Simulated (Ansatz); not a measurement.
# ClGaH2: reaction (reductive elimination), part 2 of 2

Wanted: the energy profile along the reaction (reductive elimination), from relaxed end points and a band of images. Meant to form: H2–Cl3; to break: Ga1–H2, Ga1–Cl3. The start is a guess near the saddle point, from which both ends are pulled out.

Ansatz 0.2.0; RKS r2SCAN/def2-SVP. The steps go on from the part before.

**8. Vibrations at the top**

The geometry is the highest inner image of the first converged band.

File input.yaml:

```yaml
crystal:
  periodic: [false, false, false]
  atoms:
    - { symbol: Ga, position_ang: [-0.376892, 0.0, 0.496493] }
    - { symbol: H, position_ang: [1.040174, 0.0, 1.386052] }
    - { symbol: Cl, position_ang: [2.213265, 0.0, 0.247696] }
    - { symbol: H, position_ang: [-0.918848, 0.0, -1.00004] }
basis:
  gaussian: { orbitals: def2-SVP }
hamiltonian:
  xc: r2scan
phonons: {}
```

Started as:

```
ansatz run input.yaml --threads 1 --pin off --max-ram 2048MiB --backend cpu --events-out ev --progress --plain --runs-dir out
```

What it wrote, cut to the lines that bear on the results:

```text
Warning: RAYON_NUM_THREADS=1 ignored (pool sized by the plan → 1); use --threads N
[...]
Functional definition: r2SCAN
[...]
666 factors; their error is unknown
[...]
mean field -64920.33889302 eV, -2385.7784497323 hartree, gradient 6.5e-5 eV, S^2 0.000000; 0 other end points of the search recorded, 0 dependent functions left out
[...]
reference -64920.33890204 eV, -2385.7784500639 hartree; 25, 25 occupied and 35, 35 virtual orbitals, 666 factors
[...]
666 factors; their error is unknown
[...]
mean field -64920.33887895 eV, -2385.7784492151 hartree, gradient 1.3e-6 eV, S^2 0.000000; 0 other end points of the search recorded, 0 dependent functions left out
[...]
reference -64920.33888797 eV, -2385.7784495468 hartree; 25, 25 occupied and 35, 35 virtual orbitals, 666 factors
[...]
666 factors; their error is unknown
mean field -64920.33886138 eV, -2385.7784485694 hartree, gradient 1.3e-6 eV, S^2 0.000000; 0 other end points of the search recorded, 0 dependent functions left out
[...]
reference -64920.33888562 eV, -2385.7784494605 hartree; 25, 25 occupied and 35, 35 virtual orbitals, 666 factors
[...]
666 factors; their error is unknown
mean field -64920.33887368 eV, -2385.7784490216 hartree, gradient 1.9e-6 eV, S^2 0.000000; 0 other end points of the search recorded, 0 dependent functions left out
[...]
reference -64920.33888271 eV, -2385.7784493532 hartree; 25, 25 occupied and 35, 35 virtual orbitals, 666 factors
WARN: phonons: modes at or below zero, which the zero-point energy, F, S and C_V leave out: 1, the lowest at -740.39 cm⁻¹. A minimum has none, and a first-order saddle one
Total energy: -64920.33890204 eV, -2385.7784500639 hartree
Atom 0 at    -0.376892     0.000000     0.496493 Å, force     0.003543    -0.000000     0.003076 eV/Å
Atom 1 at     1.040174     0.000000     1.386052 Å, force    -0.003589    -0.000000    -0.002637 eV/Å
Atom 2 at     2.213265     0.000000     0.247696 Å, force    -0.003394     0.000000    -0.001276 eV/Å
Atom 3 at    -0.918848     0.000000    -1.000040 Å, force     0.003440    -0.000000     0.000837 eV/Å
Dipole moment:    -0.460891     0.000000     0.086401 e Å
Vibrations: -740.39 270.07 550.06 560.47 1509.85 1862.68 cm⁻¹, zero-point energy 0.294656 eV
```

It took 15 s on 1 thread of Intel Xeon Platinum 8488C (Sapphire Rapids), shared host; peak memory 0.13 GiB.

Of 6 modes, 1 is imaginary by more than 30 cm⁻¹ (740i cm⁻¹).

**9. Another band, settings changed**

crystal.atoms and neb.final_atoms are the typed geometries, not the relaxed ends. With 7 inner images the band has 9 in all. The start path is listed, through a guess of the saddle.

File input.yaml:

```yaml
crystal:
  periodic: [false, false, false]
  atoms:
    - { symbol: Ga, position_ang: [0.0, 0.0, 0.0] }
    - { symbol: H, position_ang: [0.9098, 0.0, 1.5183] }
    - { symbol: Cl, position_ang: [2.4075, 0.0, 0.3969] }
    - { symbol: H, position_ang: [-1.3596, 0.0, -0.785] }
basis:
  gaussian: { orbitals: def2-SVP }
hamiltonian:
  xc: r2scan
neb:
  order_check: false
  images: 7
  f_tol: 0.05
  max_iterations: 60
  final_atoms:
    - { symbol: Ga, position_ang: [0.0, 0.0, 0.0] }
    - { symbol: H, position_ang: [0.9098, 0.0, 1.5183] }
    - { symbol: Cl, position_ang: [2.4075, 0.0, 0.3969] }
    - { symbol: H, position_ang: [-1.3596, 0.0, -0.785] }
  initial_path:
    images:
      - { positions_ang: [[0.0, 0.0, 0.0], [0.9098, 0.0, 1.5183], [2.4075, 0.0, 0.3969], [-1.3596, 0.0, -0.785]] }
      - { positions_ang: [[0.0, 0.0, 0.0], [0.9098, 0.0, 1.5183], [2.4075, 0.0, 0.3969], [-1.3596, 0.0, -0.785]] }
      - { positions_ang: [[0.0, 0.0, 0.0], [0.9098, 0.0, 1.5183], [2.4075, 0.0, 0.3969], [-1.3596, 0.0, -0.785]] }
      - { positions_ang: [[0.0, 0.0, 0.0], [0.9098, 0.0, 1.5183], [2.4075, 0.0, 0.3969], [-1.3596, 0.0, -0.785]] }
      - { positions_ang: [[0.0, 0.0, 0.0], [0.9098, 0.0, 1.5183], [2.4075, 0.0, 0.3969], [-1.3596, 0.0, -0.785]] }
      - { positions_ang: [[0.0, 0.0, 0.0], [0.9098, 0.0, 1.5183], [2.4075, 0.0, 0.3969], [-1.3596, 0.0, -0.785]] }
      - { positions_ang: [[0.0, 0.0, 0.0], [0.9098, 0.0, 1.5183], [2.4075, 0.0, 0.3969], [-1.3596, 0.0, -0.785]] }
      - { positions_ang: [[0.0, 0.0, 0.0], [0.9098, 0.0, 1.5183], [2.4075, 0.0, 0.3969], [-1.3596, 0.0, -0.785]] }
      - { positions_ang: [[0.0, 0.0, 0.0], [0.9098, 0.0, 1.5183], [2.4075, 0.0, 0.3969], [-1.3596, 0.0, -0.785]] }
```

Started as:

```
ansatz run input.yaml --threads 1 --pin off --max-ram 2048MiB --backend cpu --events-out ev --progress --plain --runs-dir out
```

What it wrote:

```text
Error: invalid value for `neb.final_atoms`: is identical to crystal.atoms — the two endpoints must differ for a path to exist
```

Wall time 0.03 s (1 thread of Intel Xeon Platinum 8488C (Sapphire Rapids), shared host); peak memory 0.042 GiB.

The program refused the input and computed nothing.

**10. Dynamics from the top**

It starts at the highest inner image of the first converged band: 200 steps of 0.5 fs at constant energy, with velocities drawn for 300 K.

File input.yaml:

```yaml
crystal:
  periodic: [false, false, false]
  atoms:
    - { symbol: Ga, position_ang: [-0.376892, 0.0, 0.496493] }
    - { symbol: H, position_ang: [1.040174, 0.0, 1.386052] }
    - { symbol: Cl, position_ang: [2.213265, 0.0, 0.247696] }
    - { symbol: H, position_ang: [-0.918848, 0.0, -1.00004] }
basis:
  gaussian: { orbitals: def2-SVP }
hamiltonian:
  xc: r2scan
md:
  timestep: 0.5
  n_steps: 200
  ensemble: nve
  temperature: 300.0
  initial_velocities: maxwell_boltzmann
  seed: 8999
```

Started as:

```
ansatz run input.yaml --threads 1 --pin off --max-ram 2048MiB --backend cpu --events-out ev --progress --plain --runs-dir out
```

What it wrote, cut to the lines that bear on the results:

```text
Warning: RAYON_NUM_THREADS=1 ignored (pool sized by the plan → 1); use --threads N
[...]
[... 1 set-up line as earlier in the session ...]
[...]
666 factors; their error is unknown
[...]
mean field -64920.33889302 eV, -2385.7784497323 hartree, gradient 6.5e-5 eV, S^2 0.000000; 0 other end points of the search recorded, 0 dependent functions left out
[...]
reference -64920.33890204 eV, -2385.7784500639 hartree; 25, 25 occupied and 35, 35 virtual orbitals, 666 factors
md step     0: t =     0.00 fs  T =   300.0 K  F+E_penalty+E_count = -64920.33889302 eV  E_kin = 0.077556 eV  conserved = -64920.26133702 eV  (28 SCF iters)
[...]
md step    24: t =    12.00 fs  T =   197.8 K  F+E_penalty+E_count = -64920.31237311 eV  E_kin = 0.051126 eV  conserved = -64920.26124703 eV  (26 SCF iters)
[...]
md step    48: t =    24.00 fs  T =  3499.2 K  F+E_penalty+E_count = -64921.16583936 eV  E_kin = 0.904622 eV  conserved = -64920.26121785 eV  (28 SCF iters)
[...]
md step    72: t =    36.00 fs  T =  5468.5 K  F+E_penalty+E_count = -64921.67563914 eV  E_kin = 1.413728 eV  conserved = -64920.26191120 eV  (26 SCF iters)
[...]
md step    96: t =    48.00 fs  T =  6414.2 K  F+E_penalty+E_count = -64921.92082358 eV  E_kin = 1.658210 eV  conserved = -64920.26261397 eV  (25 SCF iters)
md step    97: t =    48.50 fs  T =  6652.0 K  F+E_penalty+E_count = -64921.98255949 eV  E_kin = 1.719680 eV  conserved = -64920.26287906 eV  (26 SCF iters)
```

**11. The log goes on: dynamics from the highest image of the converged band**

The log, continued, cut to the lines that bear on the results:

```text
md step    98: t =    49.00 fs  T =  6834.6 K  F+E_penalty+E_count = -64922.02999952 eV  E_kin = 1.766887 eV  conserved = -64920.26311296 eV  (25 SCF iters)
[...]
md step   123: t =    61.50 fs  T =  2457.2 K  F+E_penalty+E_count = -64920.89686877 eV  E_kin = 0.635237 eV  conserved = -64920.26163131 eV  (25 SCF iters)
[...]
md step   148: t =    74.00 fs  T =  6383.1 K  F+E_penalty+E_count = -64921.91171023 eV  E_kin = 1.650163 eV  conserved = -64920.26154678 eV  (26 SCF iters)
[...]
md step   173: t =    86.50 fs  T =  2285.8 K  F+E_penalty+E_count = -64920.85270322 eV  E_kin = 0.590925 eV  conserved = -64920.26177796 eV  (26 SCF iters)
[...]
md step   198: t =    99.00 fs  T =  5353.6 K  F+E_penalty+E_count = -64921.64615057 eV  E_kin = 1.384011 eV  conserved = -64920.26213927 eV  (26 SCF iters)
md step   199: t =    99.50 fs  T =  5310.4 K  F+E_penalty+E_count = -64921.63480612 eV  E_kin = 1.372833 eV  conserved = -64920.26197344 eV  (26 SCF iters)
[...]
md step   200: t =   100.00 fs  T =  5250.7 K  F+E_penalty+E_count = -64921.61925845 eV  E_kin = 1.357403 eV  conserved = -64920.26185581 eV  (27 SCF iters)
Total energy: -64921.61926824 eV, -2385.8255026538 hartree
Atom 0 at    -0.349536     0.003620     0.488010 Å, force     2.536824    -0.321397    -1.889419 eV/Å
Atom 1 at    -0.162884     0.138296     1.928232 Å, force    -0.492360     0.199558     1.597007 eV/Å
Atom 2 at     2.204187    -0.005368     0.242393 Å, force    -2.471332    -0.015400    -0.189555 eV/Å
Atom 3 at    -1.288726    -0.199902    -0.768909 Å, force     0.426869     0.137239     0.481968 eV/Å
Dipole moment:    -0.945242     0.015398     0.076061 e Å
```

It took 4.7 min on 1 thread of Intel Xeon Platinum 8488C (Sapphire Rapids), shared host; peak memory 0.12 GiB.

**12. Frames and traces**

One step in 15; energies are changes from step 0:

| time (fs) | T (K) | potential energy change (meV/atom) | total energy change (meV/atom) | H2–Cl3 (Å) | Ga1–H2 (Å) |
| --- | --- | --- | --- | --- | --- |
| 0.0 | 300 | 0.0 | 0.00 | 1.63 | 1.67 |
| 7.5 | 203 | 6.3 | 0.01 | 1.74 | 1.65 |
| 15.0 | 318 | -1.1 | 0.05 | 1.90 | 1.58 |
| 22.5 | 2511 | -142.8 | 0.09 | 2.34 | 1.56 |
| 30.0 | 6939 | -429.3 | -0.30 | 3.24 | 1.68 |
| 37.5 | 4753 | -287.9 | -0.09 | 3.82 | 1.76 |
| 45.0 | 4627 | -279.7 | -0.05 | 3.59 | 1.51 |
| 52.5 | 6015 | -369.7 | -0.31 | 3.39 | 1.63 |
| 60.0 | 2394 | -135.4 | -0.10 | 3.00 | 1.63 |
| 67.5 | 5877 | -360.9 | -0.46 | 2.59 | 1.49 |
| 75.0 | 6615 | -408.3 | -0.10 | 2.87 | 1.67 |
| 82.5 | 3658 | -216.9 | 0.16 | 3.16 | 1.50 |
| 90.0 | 2449 | -138.9 | -0.02 | 3.41 | 1.72 |
| 97.5 | 5299 | -323.4 | -0.30 | 3.05 | 1.52 |
| 100.0 | 5251 | -320.1 | -0.13 | 2.91 | 1.46 |

time (fs), T (K) and a bar:
```
      0.0        300 
      4.5        232 
      8.5        202 
     13.0        213 
     17.5        665 ##
     21.5       1969 ########
     26.0       4983 #####################
     30.5       7000 #############################
     35.0       5937 #########################
     39.0       4122 #################
     43.5       3943 ################
     48.0       6414 ###########################
     52.0       6334 ###########################
     56.5       3233 #############
     61.0       2413 ##########
     65.0       4079 #################
     69.5       6340 ###########################
     74.0       6383 ###########################
     78.5       7122 ##############################
     82.5       3658 ###############
     87.0       2287 #########
     91.5       2792 ###########
     95.5       4640 ###################
    100.0       5251 ######################
```

The last frame stands with the bonds of end A.

**13. Dynamics from the top**

It starts at the highest inner image of the first converged band: 200 steps of 0.5 fs at constant energy, with velocities drawn for 100 K.

input.yaml: that of step 10 with these lines changed.

```diff
@@ -15,4 +15,4 @@
   ensemble: nve
-  temperature: 300.0
+  temperature: 100.0
   initial_velocities: maxwell_boltzmann
-  seed: 8999
+  seed: 9000
```

Started as:

```
ansatz run input.yaml --threads 1 --pin off --max-ram 2048MiB --backend cpu --events-out ev --progress --plain --runs-dir out
```

What it wrote, cut to the lines that bear on the results:

```text
Warning: RAYON_NUM_THREADS=1 ignored (pool sized by the plan → 1); use --threads N
[...]
[... 1 set-up line as earlier in the session ...]
[...]
666 factors; their error is unknown
[...]
mean field -64920.33889302 eV, -2385.7784497323 hartree, gradient 6.5e-5 eV, S^2 0.000000; 0 other end points of the search recorded, 0 dependent functions left out
[...]
reference -64920.33890204 eV, -2385.7784500639 hartree; 25, 25 occupied and 35, 35 virtual orbitals, 666 factors
md step     0: t =     0.00 fs  T =   100.0 K  F+E_penalty+E_count = -64920.33889302 eV  E_kin = 0.025852 eV  conserved = -64920.31304102 eV  (28 SCF iters)
[...]
md step    24: t =    12.00 fs  T =    97.3 K  F+E_penalty+E_count = -64920.33815214 eV  E_kin = 0.025165 eV  conserved = -64920.31298752 eV  (28 SCF iters)
[...]
md step    48: t =    24.00 fs  T =  1217.3 K  F+E_penalty+E_count = -64920.62735430 eV  E_kin = 0.314689 eV  conserved = -64920.31266569 eV  (29 SCF iters)
[...]
md step    72: t =    36.00 fs  T =  6605.2 K  F+E_penalty+E_count = -64922.02165697 eV  E_kin = 1.707568 eV  conserved = -64920.31408864 eV  (26 SCF iters)
[...]
md step    96: t =    48.00 fs  T =  4364.2 K  F+E_penalty+E_count = -64921.44167524 eV  E_kin = 1.128228 eV  conserved = -64920.31344687 eV  (26 SCF iters)
md step    97: t =    48.50 fs  T =  4434.4 K  F+E_penalty+E_count = -64921.45993824 eV  E_kin = 1.146386 eV  conserved = -64920.31355216 eV  (26 SCF iters)
```

**14. The log goes on: dynamics from the highest image of the converged band**

The log, continued, cut to the lines that bear on the results:

```text
md step    98: t =    49.00 fs  T =  4506.2 K  F+E_penalty+E_count = -64921.47856533 eV  E_kin = 1.164933 eV  conserved = -64920.31363254 eV  (26 SCF iters)
[...]
md step   123: t =    61.50 fs  T =  2879.7 K  F+E_penalty+E_count = -64921.05754791 eV  E_kin = 0.744455 eV  conserved = -64920.31309257 eV  (25 SCF iters)
[...]
md step   148: t =    74.00 fs  T =  5712.1 K  F+E_penalty+E_count = -64921.79035439 eV  E_kin = 1.476699 eV  conserved = -64920.31365499 eV  (25 SCF iters)
[...]
md step   173: t =    86.50 fs  T =  3737.5 K  F+E_penalty+E_count = -64921.27854459 eV  E_kin = 0.966211 eV  conserved = -64920.31233333 eV  (26 SCF iters)
[...]
md step   198: t =    99.00 fs  T =  4306.5 K  F+E_penalty+E_count = -64921.42713695 eV  E_kin = 1.113315 eV  conserved = -64920.31382192 eV  (26 SCF iters)
md step   199: t =    99.50 fs  T =  4613.5 K  F+E_penalty+E_count = -64921.50675830 eV  E_kin = 1.192687 eV  conserved = -64920.31407097 eV  (26 SCF iters)
[...]
md step   200: t =   100.00 fs  T =  4879.3 K  F+E_penalty+E_count = -64921.57567097 eV  E_kin = 1.261389 eV  conserved = -64920.31428185 eV  (26 SCF iters)
Total energy: -64921.57568055 eV, -2385.8239008356 hartree
Atom 0 at    -0.323549    -0.000161     0.469773 Å, force     1.601519    -0.000852     0.972714 eV/Å
Atom 1 at    -0.437342     0.006010     2.045953 Å, force     0.098509     0.001655    -0.184912 eV/Å
Atom 2 at     2.173915     0.000343     0.261055 Å, force    -2.708104    -0.002188    -0.300802 eV/Å
Atom 3 at    -1.747160    -0.006972    -0.281563 Å, force     1.008076     0.001385    -0.487000 eV/Å
Dipole moment:    -0.629870    -0.000216    -0.109342 e Å
```

Run time: 4.7 min. Hardware: 1 thread of Intel Xeon Platinum 8488C (Sapphire Rapids), shared host; peak memory 0.12 GiB.

**15. Frames and traces**

The trajectory, every 11 steps (energies from step 0):

| time (fs) | T (K) | potential energy change (meV/atom) | total energy change (meV/atom) | H2–Cl3 (Å) | Ga1–H2 (Å) |
| --- | --- | --- | --- | --- | --- |
| 0.0 | 100 | 0.0 | 0.00 | 1.63 | 1.67 |
| 5.5 | 34 | 4.3 | 0.03 | 1.65 | 1.71 |
| 11.0 | 104 | -0.2 | 0.01 | 1.66 | 1.66 |
| 16.5 | 161 | -3.9 | 0.03 | 1.73 | 1.59 |
| 22.0 | 711 | -39.4 | 0.07 | 1.93 | 1.58 |
| 27.5 | 2941 | -183.5 | 0.05 | 2.37 | 1.58 |
| 33.0 | 6445 | -410.4 | -0.30 | 3.08 | 1.63 |
| 38.5 | 5781 | -367.3 | -0.12 | 3.74 | 1.80 |
| 44.0 | 4290 | -270.8 | -0.05 | 3.91 | 1.76 |
| 49.5 | 4576 | -289.5 | -0.15 | 3.63 | 1.50 |
| 55.0 | 5462 | -347.0 | -0.42 | 3.51 | 1.53 |
| 60.5 | 3108 | -194.4 | -0.01 | 3.48 | 1.73 |
| 66.0 | 3614 | -227.1 | -0.02 | 3.06 | 1.57 |
| 71.5 | 6042 | -384.4 | -0.35 | 2.68 | 1.50 |
| 77.0 | 5432 | -344.6 | 0.02 | 2.68 | 1.70 |
| 82.5 | 6571 | -418.8 | -0.56 | 2.72 | 1.58 |
| 88.0 | 3274 | -205.2 | -0.08 | 2.94 | 1.50 |
| 93.5 | 1889 | -115.5 | 0.12 | 3.24 | 1.73 |
| 99.0 | 4306 | -272.1 | -0.20 | 3.20 | 1.64 |
| 100.0 | 4879 | -309.2 | -0.31 | 3.16 | 1.58 |

time (fs), T (K) and a bar:
```
      0.0        100 
      4.5         35 
      8.5         84 
     13.0         91 
     17.5        215 #
     21.5        623 ###
     26.0       2060 #########
     30.5       5056 ######################
     35.0       6746 ##############################
     39.0       5590 #########################
     43.5       4356 ###################
     48.0       4364 ###################
     52.0       5008 ######################
     56.5       5019 ######################
     61.0       2975 #############
     65.0       3193 ##############
     69.5       5599 #########################
     74.0       5712 #########################
     78.5       5777 ##########################
     82.5       6571 #############################
     87.0       3529 ################
     91.5       2318 ##########
     95.5       2204 ##########
    100.0       4879 ######################
```

The last frame stands with the bonds of end A.

**16. Outcome**

The summary covers parts 1 to 2.

```
                                quantity                               value
                                   end A             4 moves, 0.418 eV lower
                                   end B             4 moves, 0.043 eV lower
            first band: barrier forwards                            2.309 eV
           first band: barrier backwards                            0.179 eV
first band: second end relative to first                           +2.129 eV
               first band: highest image               6 of 0 to 8, climbing
             first band: band iterations                                   8
                      pieces at the ends                  ClGaH2 → ClH + GaH
              imaginary modes at the top                           740i cm⁻¹
                             second band                             refused
       trajectory at 300 K, after 100 fs  with the bonds of end A, at 5251 K
       trajectory at 100 K, after 100 fs  with the bonds of end A, at 4879 K
```

In the first band: along this path the system climbs 2.31 eV from the first end (89 kT at 300 K); with a typical attempt rate of 10^13 per second that is roughly 10^-26 events a second. The second end lies 2.13 eV above the first, so the way back costs 0.18 eV. By distance, end A alone has Ga1–H2, Ga1–Cl3 and end B alone has H2–Cl3. One imaginary mode, as a first-order saddle point has. Zero-point energy and entropy are left out. Semilocal functionals tend to give barriers that are too low.
